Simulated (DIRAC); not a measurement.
**GeO (SMILES [O]=[Ge]): PBE0/dyall-v2z (X2C-SO, uncontracted yes)**

Wanted: a point of an energy scan of GeO. 

The calculation is run with DIRAC 26.1 (patched).

30 further runs of the same task are left out: 30 set aside as unsound or not needed. Runs told in other sessions of the task aren't counted.

### Step 1. The system as given

GeO: 2 atoms, total charge 0, spin state singlet. SMILES: `[O]=[Ge]`.

Bond lengths: O1–Ge2 1.595 Å.

### Step 2. A point of an energy scan at PBE0/dyall-v2z (X2C-SO, uncontracted yes)

Contents of mol.mol:

```
DIRAC
GeO
dyall-v2z
C   2              A
        8.    1
O         0.00000000      0.00000000      0.00000000
LARGE BASIS dyall.v2z
       32.    1
Ge        0.00000000      0.00000000      1.59513988
LARGE BASIS dyall.v2z
FINISH
```

Contents of calc.inp:

```
# Kramers-restricted calculation
**DIRAC
.TITLE
 GeO PBE0
.WAVE FUNCTION
**HAMILTONIAN
.X2C
.DFT
PBE0
**INTEGRALS
*READIN
.UNCONTRACT
**GRID
.ULTRAFINE
**WAVE FUNCTION
.SCF
*END OF INPUT
```

Started as:

```sh
$ pam --inp=calc.inp --mol=mol.mol --noarch --mw=163 --aw=368
```

The program printed:

```text
[...]
It.    1    -1185.770674654      0.00D+00  0.00D+00  0.00D+00               0.02144101s   Atom. scrpot
[...]
It.   17    -2173.844079990     -1.23D-11 -4.57D-08  1.49D-08   DIIS   9    0.23500000s   LL
[...]
* Convergence after   17 iterations.
[...]
                                   TOTAL ENERGY
                                   ------------
   Charge of molecule : 0
   Electronic energy                        :    -2258.7704037552194
   Other contributions to the total energy
   Nuclear repulsion energy                 :       84.9263237649503
[...]
   Total energy                             :    -2173.8440799902692
[...]
  * Closed shell, f = 1.0000
   -404.4889497525  ( 2)       -51.1374406762  ( 2)       -45.4207439244  ( 2)       -44.2657323658  ( 2)       -19.2049936852  ( 2)
     -6.5049412912  ( 2)        -4.6062149442  ( 2)        -4.4462249628  ( 2)        -1.2404584833  ( 2)        -1.2177600330  ( 2)
     -0.9458735616  ( 2)        -0.4803284236  ( 2)        -0.3313320212  ( 2)        -0.3134233187  ( 2)
  * Virtual eigenvalues, f = 0.0000
[...]
  * Closed shell, f = 1.0000
    -44.2684315295  ( 2)        -4.4522980773  ( 2)        -1.2374904265  ( 2)        -1.2119898291  ( 2)        -0.3301011800  ( 2)
  * Virtual eigenvalues, f = 0.0000
     -0.0676794276  ( 2)         0.3178049704  ( 2)         0.3862007928  ( 2)         0.4529031819  ( 2)         0.5582321302  ( 2)
      2.2403463192  ( 2)         2.3668197862  ( 2)         2.5048913989  ( 2)         2.6248267550  ( 2)         2.7363797168  ( 2)
[...]
  * Closed shell, f = 1.0000
     -1.2173837500  ( 2)
  * Virtual eigenvalues, f = 0.0000
      0.3877286701  ( 2)         2.3747019153  ( 2)         2.6249989570  ( 2)         9.2939687953  ( 2)        30.8359919472  ( 2)
    101.7401254868  ( 2)       385.6023883992  ( 2)
[...]
* HOMO - LUMO gap:
    E(LUMO) :    -0.07095462 au (symmetry E1 )
  - E(HOMO) :    -0.31342332 au (symmetry E1 )
  ------------------------------------------
    gap     :     0.24246870 au
[...]
```

Run time: 4.5 s. Hardware: 1 thread of Arm Neoverse V2, shared host; peak memory 0.077 GiB.

### Step 3. Outcome

Level: PBE0/dyall-v2z (X2C-SO, uncontracted yes).

| quantity | value |
| --- | --- |
| total energy | -2173.84408 Eh |
| HOMO energy | -8.53 eV |
| LUMO energy | -1.93 eV |
| HOMO–LUMO gap | 6.60 eV |
